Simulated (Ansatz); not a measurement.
## Ta3AsAu2O13: relaxation of cell and atoms with PBEsol

Ta3AsAu2O13:

```xyz
19
Lattice="5.7238 -0.0075 -0.0040 1.3028 6.2550 0.0056 0.2757 1.3007 8.3675" Properties=species:S:1:pos:R:3 pbc="T T T"
Ta    1.8016    2.6675    4.8901
Ta    0.6106    1.9943    8.3559
Ta    4.2828    4.5395    4.2252
As    4.7578    6.6860    6.9518
Au    3.4916    0.8150    1.5556
Au    1.4492    5.7148    3.7432
O     4.8936    5.2811    5.9496
O     3.3221    1.7411    5.8246
O     6.2809    6.7422    7.6940
O     3.3672    6.6706    7.9235
O     4.5687    1.8638    0.2577
O     1.7240    1.5064    0.9269
O     0.9962    1.2256    4.1088
O     3.3758    2.9946    3.6400
O     0.9058    2.6910    6.5776
O     6.1615    3.9169    3.8186
O     4.0664    5.7780    2.9290
O     2.4385    4.7506    5.2300
O     6.5613    6.2408    1.8957
```

The cell was built by a generator and needn't be a form met in nature.

| Quantity | Value |
| --- | --- |
| Program | Ansatz 0.2.0 |
| Task | relaxation of cell and atoms |
| Functional | PBEsol |
| Potentials or basis | Ansatz PAW |
| Cutoff | 420 eV (not typed: the program's choice for these potentials) |
| k mesh | 4 × 3 × 3 |
| Occupations | fermi-dirac, width 0.05 eV |
| Spin | no spin polarisation |

The relaxed volume is 15.12 Å³/atom and the relaxed cell is a = 5.651 Å, b = 6.312 Å, c = 8.331 Å, α = 81.40°, β = 87.84°, γ = 77.87°. The space group after relaxing (to 0.05 Å) is P1 (No. 1), the energy gained by relaxing is 7.6 meV/atom and the ionic steps are 15. The pressure after relaxing is 0.0 GPa. The largest force after relaxing is 0.006 eV/Å and the band gap on the k mesh is 1.43 eV, indirect (least direct gap 1.49 eV).

Forces in eV/Å, atoms in the order of the input:
```
Ta  -0.001  0.000 -0.001
Ta   0.000  0.000  0.002
Ta   0.001  0.001 -0.002
As   0.000 -0.003 -0.003
Au   0.000 -0.001  0.002
Au  -0.002  0.000  0.000
O    0.000  0.005  0.003
O    0.001 -0.001  0.001
O   -0.001  0.000 -0.001
O    0.001  0.000  0.000
O    0.000  0.000  0.000
O   -0.001  0.000 -0.001
O    0.000  0.000  0.000
O   -0.001 -0.001  0.000
O    0.001  0.000 -0.001
O    0.000 -0.001  0.001
O    0.000 -0.001  0.001
O    0.000  0.001  0.001
O    0.000  0.001 -0.002
```

Step by step:
```tsv
step	energy change (eV)	largest force (eV/Å)	volume (Å³)
1	0.0000	0.4497	299.62
2	-0.1665	0.2587	286.72
3	-0.1722	0.1070	288.79
4	-0.1737	0.0430	288.79
5	-0.1748	0.0151	288.59
6	-0.1751	0.0167	288.53
7	-0.1751	0.0058	288.54
8	-0.1426	0.0057	288.54
9	-0.1487	0.0339	287.06
10	-0.1477	0.0274	287.38
11	-0.1473	0.0073	287.50
12	-0.1436	0.0073	287.50
13	-0.1444	0.0122	287.31
14	-0.1445	0.0061	287.28
15	-0.1437	0.0061	287.28
```

Final structure:
```xyz
19
Lattice="5.6512 0.0148 0.0095 1.3105 6.1747 -0.0232 0.2969 1.2416 8.2328" Properties=species:S:1:pos:R:3 pbc="T T T"
Ta    1.8038    2.6087    4.7960
Ta    0.6226    1.9452    8.2370
Ta    4.2563    4.4571    4.1313
As    4.7567    6.5839    6.8241
Au    3.4383    0.8203    1.5511
Au    1.4546    5.6082    3.6569
O     4.8752    5.1779    5.8432
O     3.3219    1.7004    5.7229
O     6.2707    6.6361    7.5568
O     3.3749    6.5766    7.7873
O     4.4881    1.8825    0.2739
O     1.6989    1.5197    0.9474
O     0.9912    1.1654    4.0450
O     3.3621    2.9174    3.5449
O     0.9190    2.6448    6.4720
O     6.1210    3.8485    3.7175
O     4.0320    5.6911    2.8441
O     2.4310    4.6630    5.1341
O     6.5019    6.1798    1.8591
```

Levels at points of the mesh, in eV from the valence-band top:
| k point | band 82 | band 83 | band 84 | band 85 | band 86 | band 87 | band 88 | band 89 |
| --- | --- | --- | --- | --- | --- | --- | --- | --- |
| (0.00, 0.00, 0.00) | -0.87 | -0.56 | -0.27 | -0.09 | 1.59 | 2.50 | 3.05 | 3.52 |
| (-0.50, 0.00, 0.00) | -0.69 | -0.61 | -0.28 | 0.00 | 1.65 | 2.23 | 3.31 | 3.73 |

Wall time 3.4 min on 8 threads of Arm Neoverse V2, with other jobs on the host, peak memory 1.7 GiB.

Caveat: odd divisions of the mesh miss points on the zone boundary, where band edges often lie, so the gap on the mesh can be too wide; the plane-wave basis is chosen anew once the cell has moved, so the energies of steps on either side of that aren't comparable; the pressure holds a Pulay correction of +0.6 GPa for the finite cutoff; spin-orbit coupling is left out, which moves the levels of the heavy elements; the PAW data sets come from PBE, with cores solved anew for the run's functional, which leaves a small shift of forces and pressure. A k mesh can miss the band edges.
